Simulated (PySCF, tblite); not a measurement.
# C3H2BrN2 radical: geometry, infrared bands and EPR parameters

Aim: predict the infrared bands and EPR parameters of C3H2BrN2 radical (`Brc1c[nH][c]n1`).

Programs: tblite 0.8.0 and PySCF 2.14.0, with density-fitted response routines of our own. Each step states its level of theory. These are calculated values for one molecule in the gas phase, unless marked as measured. Atoms count from 0, in the outputs and in this text.

### 1 The starting structure

8 atoms, charge 0, multiplicity 2; geometry from: force field or distance geometry start.

Bonds of the start (Å): Br0–C1 1.91, C1–C2 1.36, C2–N3 1.35, N3–C4 1.34, C4–N5 1.33, N5–C1 1.34, C2–H6 1.09, N3–H7 1.04.

### 2 Optimising the geometry with GFN2-xTB

The job: settings as JSON, then the geometry in Å.

```
{"job": {"kind": "relax", "xc": "GFN2-xTB", "basis": "xTB"}, "charge": 0, "multiplicity": 2}
Br     2.817400     0.134200     0.412200
C      0.946000    -0.253500     0.360000
C     -0.033100     0.695300     0.426000
N     -1.185800    -0.002900     0.357200
C     -0.920700    -1.319100     0.290700
N      0.396700    -1.473600     0.282900
H      0.106900     1.771300     0.489800
H     -2.118400     0.457600     0.391400
```

On the command line:

```bash
$ OMP_NUM_THREADS=1 python probes_run.py task.json out
```

The driver reads the jobs from task.json and runs them one after another.

The program printed:

```text
step      E/eV     max force
  0    -469.47106    2.878
  1    -469.60196    1.266
  2    -469.63280    0.470
  3    -469.64544    0.289
  4    -469.65258    0.218
  5    -469.65519    0.223
  6    -469.66059    0.251
  7    -469.66523    0.268
  8    -469.66802    0.186
  9    -469.66938    0.103
 10    -469.67028    0.104
 11    -469.67074    0.055
 12    -469.67089    0.026
 13    -469.67093    0.019
 14    -469.67095    0.019
 15    -469.67097    0.015
 16    -469.67099    0.011
 17    -469.67099    0.007
```

Relaxation path:

| step | energy from step 0 (eV) | largest force (eV/Å) |
| --- | --- | --- |
| 0 | 0.0000 | 2.8778 |
| 1 | -0.1309 | 1.2657 |
| 2 | -0.1617 | 0.4700 |
| 3 | -0.1744 | 0.2889 |
| 4 | -0.1815 | 0.2178 |
| 5 | -0.1841 | 0.2231 |
| 6 | -0.1895 | 0.2506 |
| 7 | -0.1942 | 0.2680 |
| 8 | -0.1970 | 0.1861 |
| 9 | -0.1983 | 0.1032 |
| 10 | -0.1992 | 0.1038 |
| 11 | -0.1997 | 0.0551 |
| 12 | -0.1998 | 0.0256 |
| 13 | -0.1999 | 0.0190 |
| 14 | -0.1999 | 0.0192 |
| 15 | -0.1999 | 0.0154 |
| 16 | -0.1999 | 0.0114 |
| 17 | -0.1999 | 0.0066 |

Close pairs (by a distance rule), those that changed most:

| bond | before (Å) | after (Å) | change (Å) |
| --- | --- | --- | --- |
| Br0–C1 | 1.912 | 1.864 | -0.048 |
| C4–N5 | 1.326 | 1.280 | -0.047 |
| N3–H7 | 1.041 | 1.007 | -0.034 |
| C2–N3 | 1.349 | 1.381 | +0.031 |
| C1–N5 | 1.340 | 1.367 | +0.027 |
| C2–H6 | 1.087 | 1.070 | -0.017 |
| N3–C4 | 1.344 | 1.340 | -0.004 |
| C1–C2 | 1.365 | 1.368 | +0.003 |

The final coordinates are the input of the step that follows.

### 3 Vibrational analysis with GFN2-xTB

The job: settings as JSON, then the geometry in Å.

```
{"job": {"kind": "ir", "xc": "GFN2-xTB", "basis": "xTB"}, "charge": 0, "multiplicity": 2}
Br     2.808875     0.029798     0.402376
C      0.962925    -0.225827     0.369723
C     -0.017573     0.727316     0.422774
N     -1.201650     0.019294     0.367150
C     -0.856069    -1.273115     0.287370
N      0.407984    -1.472384     0.284534
H      0.033911     1.793954     0.490624
H     -2.129346     0.410376     0.385719
```

The program printed:

```text
mode    cm-1     km/mol
  1     214.0      0.20
  2     240.5      2.56
  3     347.9      8.20
  4     427.5     10.06
  5     578.8     17.93
  6     617.5     57.47
  7     735.7     12.11
  8     822.0     61.81
  9     906.1      3.72
 10    1042.2     23.35
 11    1099.5     19.79
 12    1181.4     72.63
 13    1267.5      9.24
 14    1342.5     24.90
 15    1472.2      1.97
 16    1544.7     65.46
 17    3185.6      4.36
 18    3468.5     30.87
```

The strongest bands and the atoms that carry them (share of the mass-weighted mode):

| cm⁻¹ | km/mol | atoms |
| --- | --- | --- |
| 618 | 57.5 | H7 80 % |
| 822 | 61.8 | N5 36 %, C4 26 %, N3 16 %, C1 12 % |
| 1042 | 23.4 | H6 68 %, H7 14 % |
| 1100 | 19.8 | H7 58 %, H6 11 %, C4 11 % |
| 1181 | 72.6 | C1 45 %, N5 31 % |
| 1342 | 24.9 | N3 47 %, C4 35 %, H7 11 % |
| 1545 | 65.5 | C4 53 %, N5 36 % |
| 3468 | 30.9 | H7 93 % |

### 4 EPR parameters: B3LYP/def2-TZVP-core+pcH-1

Settings changed since step 3:

```diff
@@ -1,2 +1,2 @@
-{"job": {"kind": "ir", "xc": "GFN2-xTB", "basis": "xTB"}, "charge": 0, "multiplicity": 2}
+{"job": {"kind": "epr", "basis": "pcH-1"}, "charge": 0, "multiplicity": 2}
 Br     2.808875     0.029798     0.402376
```

With the program's defaults for keys left out, this is: UKS B3LYP, def2-TZVP-core on Br, pcH-1 on C H N, non-relativistic, mean-field spin-orbit, GIAO.

The program printed:

```text
UKS, coarse grid
  cycle   1  E = -2799.06393045  |g| = 1.58e+00
  cycle   2  E = -2798.96490008  |g| = 7.74e-01
  cycle   3  E = -2798.90429241  |g| = 7.56e-01
  cycle   4  E = -2799.12409871  |g| = 1.57e-01
  cycle   5  E = -2799.13012043  |g| = 7.13e-02
  cycle   6  E = -2799.13249602  |g| = 2.18e-02
  cycle   7  E = -2799.13270581  |g| = 3.92e-03
  cycle   8  E = -2799.13272264  |g| = 3.07e-03
  cycle   9  E = -2799.13273192  |g| = 1.45e-03
  cycle  10  E = -2799.13273450  |g| = 5.78e-04
UKS, final grid
  cycle   1  E = -2799.13273273  |g| = 8.63e-04
  cycle   2  E = -2799.13273208  |g| = 1.50e-03
  cycle   3  E = -2799.13273314  |g| = 1.36e-04
  cycle   4  E = -2799.13273316  |g| = 1.01e-04
  cycle   5  E = -2799.13273317  |g| = 6.38e-05
  cycle   6  E = -2799.13273317  |g| = 2.39e-05
E = -2799.13273317 Eh   <S^2> = 0.7565 (exact 0.7500)
g shifts (ppm)      1          2          3
  rmc          -194       -194       -194
  gc             18         33        -57
  oz_so       -1441         53       6703
  total       -1618       -109       6451
hyperfine (MHz)  atom isotope    a_iso     a_fc   dipolar eigenvalues
    0  79Br      -6.08      -6.99    -14.27     -4.20     18.47
    1   13C      98.79      98.52     -6.20     -5.54     11.74
    2   13C       3.40       3.30    -10.24     -0.16     10.40
    3   14N      44.65      44.62     -5.82     -2.75      8.57
    4   13C     750.96     751.38    -63.61    -45.43    109.04
    5   14N     102.20     102.22     -7.71     -1.90      9.61
    6    1H       3.88       3.85     -3.79     -0.24      4.03
    7    1H      -0.50      -0.50     -8.64     -6.34     14.98
```

It took 61 s on 1 thread, shared host.

Principal g values 2.00070, 2.00221, 2.00877; g(iso) = 2.00389, against 2.00232 for a free electron.

Hyperfine couplings, nucleus by nucleus at this fixed geometry (no averaging over rotations):

| nuclei | isotope | a(iso) (MHz) | a(iso) (G, at g = 2.0023) | largest dipolar term (MHz) |
| --- | --- | --- | --- | --- |
| C4 | 13C | 751.0 | 268.0 | 109.0 |
| N5 | 14N | 102.2 | 36.5 | 9.6 |
| C1 | 13C | 98.8 | 35.2 | 11.7 |
| N3 | 14N | 44.7 | 15.9 | 8.6 |
| Br0 | 79Br | -6.1 | -2.2 | 18.5 |
| H6 | 1H | 3.9 | 1.4 | 4.0 |
| C2 | 13C | 3.4 | 1.2 | 10.4 |
| H7 | 1H | -0.5 | -0.2 | 15.0 |

Mulliken spin populations:

| atom | value (e) |
| --- | --- |
| Br0 | 0.01 |
| C1 | 0.06 |
| C2 | 0.00 |
| N3 | -0.01 |
| C4 | 0.88 |
| N5 | 0.05 |
| H6 | 0.00 |
| H7 | 0.00 |

In first order the couplings over 0.8 MHz of 14N, 79Br, 1H give 72 distinct lines over 112.7 G.

The fields below are evaluated on a grid from the run's orbitals.

ELF in a plane through or near 8 of the atoms.

Ten even steps from '0' (0.00) to '9' (0.99):
```
0000000000000000000000000000
0000000000000000000000000000
0000000000000000000000000000
0000000000000331000000000000
0000001100007999400000000000
0000145530018999500000000000
0001478861007999300000000000
0002688873015786201341000000
0002674464247326546996100000
0003633436669748778998300000
0014763257625205767763000000
0014788753477325874100000000
0003688610276773464000000000
0001355201586785688300000000
0000011003799756999620000000
0000000003788423788610000000
0000000000243100244100000000
0000000000000000000000000000
0000000000000000000000000000
0000000000000000000000000000
```
The map spans 10.8 Å across and 8.8 Å up, centred on the molecule. Atoms in the plane (x, y in Å): Br0 (-2.8, 0.2), C1 (-1.0, -0.2), C2 (0.1, 0.7), N3 (1.2, -0.1), C4 (0.8, -1.3), N5 (-0.5, -1.4), H6 (0.1, 1.8), H7 (2.2, 0.3).

On the surface of density 0.002 e/bohr³ the electrostatic potential runs, from the 1st to the 99th percentile, from -1.65 V near N5 to 2.81 V near H7.

The spin density lies nearest to C4 73 %; N5 11 %.

### 5 Results

| quantity | value |
| --- | --- |
| strongest single infrared mode (GFN2-xTB) | 1181 cm⁻¹, 73 km/mol |
| zero-point energy (GFN2-xTB) | 29.3 kcal/mol |
| g(iso) (B3LYP) | 2.00389 |
| ⟨S²⟩ | 0.757 (exact 0.75) |
| largest a(iso) | 13C on C4, 751.0 MHz |
| surface potential, 1st and 99th percentile | -1.65 V and 2.81 V |

In words: The optimisation took 17 steps and gained 0.200 eV; among the close pairs (by a distance rule), Br0–C1 changed most, from 1.912 to 1.864 Å. All 18 modes are real, so the xTB geometry is a minimum. The strongest single mode, at 1181 cm⁻¹, moves mainly C1 and N5. GFN2-xTB is a fitted tight-binding method: band positions and strengths are rough. Its intensities can rank the bands wrongly. C4 carries the largest spin population, 0.88 e. The isotropic g lies 1.6 ppt above the free-electron value. The hyperfine terms hold no scalar relativity, which the heavier nuclei need.
